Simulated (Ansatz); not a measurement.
# BeTe4: the cost of one run

Program: Ansatz 0.2.0. Level of theory: DFT PBE, scalar-relativistic, plane waves, PAW, unless a step names another level. These are calculated values, not measurements.

4 further runs of the same task are left out: 4 that didn't finish.

**1. Starting point**

The structure is trigonal, space group R3m (No. 160). Conventional cell: a = 4.149 Å, b = 4.149 Å, c = 30.777 Å, α = 90.00°, β = 90.00°, γ = 120.00°. Be (site symmetry 3m) has 4 Te at 2.47 to 2.59 Å as nearest neighbours. Around Te (site symmetry 3m) lie 1 Be at 2.59 Å. Te (site symmetry 3m) has 3 Be at 2.47 Å as nearest neighbours. Te (site symmetry 3m) has 6 Te at 3.03 to 3.05 Å as nearest neighbours. Te (site symmetry 3m) has 3 Te at 3.03 Å as nearest neighbours.

As a file:

```cif
data_structure
_symmetry_space_group_name_H-M 'R3m:H'
_symmetry_Int_Tables_number 160
_cell_length_a 4.1492
_cell_length_b 4.1492
_cell_length_c 30.7768
_cell_angle_alpha 90.000
_cell_angle_beta 90.000
_cell_angle_gamma 120.000
_cell_volume 458.87
loop_
_atom_site_label
_atom_site_type_symbol
_atom_site_symmetry_multiplicity
_atom_site_Wyckoff_symbol
_atom_site_fract_x
_atom_site_fract_y
_atom_site_fract_z
_atom_site_occupancy
Be1 Be 3 a 0.00000 0.00000 0.07960 1
Te1 Te 3 a 0.66667 0.33333 0.32865 1
Te2 Te 3 a 0.66667 0.33333 0.09977 1
Te3 Te 3 a 0.00000 0.00000 0.26710 1
Te4 Te 3 a 0.33333 0.66667 0.20701 1
```

It came out lowest among 27 distinct ends of the trial cells. At a tolerance of 0.02 Å it has space group R3m (No. 160).

**2. Relaxing to 0.001 eV/Å, on the response runs' mesh and smearing**

File input.yaml:

```yaml
crystal:
  lattice:
    - [2.0746173507, 1.1977808858, 10.2589401699]
    - [-2.0746173507, 1.1977808858, 10.2589401699]
    - [0.0, -2.3955617717, 10.2589401699]
  atoms:
    - { symbol: Be, position: [0.920400114, 0.920400114, 0.920400114] }
    - { symbol: Te, position: [0.004682787, 0.004682787, 0.004682787] }
    - { symbol: Te, position: [0.2335631541, 0.2335631541, 0.2335631541] }
    - { symbol: Te, position: [0.732902061, 0.732902061, 0.732902061] }
    - { symbol: Te, position: [0.4596518837, 0.4596518837, 0.4596518837] }
basis:
  ecutwfc: 420
kpoints:
  mp_grid: { grid: [12, 12, 12] }
hamiltonian:
  xc: pbe
scf:
  occupations: { method: fixed }
output:
  forces: true
  stress: true
  eigenvalues: true
relax:
  adjacent_minimum: "off"
  f_tol: 0.001
  max_steps: 60
  cell: { stress_tol: 0.01 }
```

The run is started by

```
ansatz run input.yaml --threads 3 --pin off --max-ram 7680MiB --backend cpu --events-out ev --progress --plain --runs-dir out
```

**Question.** How long does this run take on 3 threads of Intel Xeon at 2.70GHz, shared host, and how much memory does it need?

About 2 min, with a peak of 1.1 GiB.
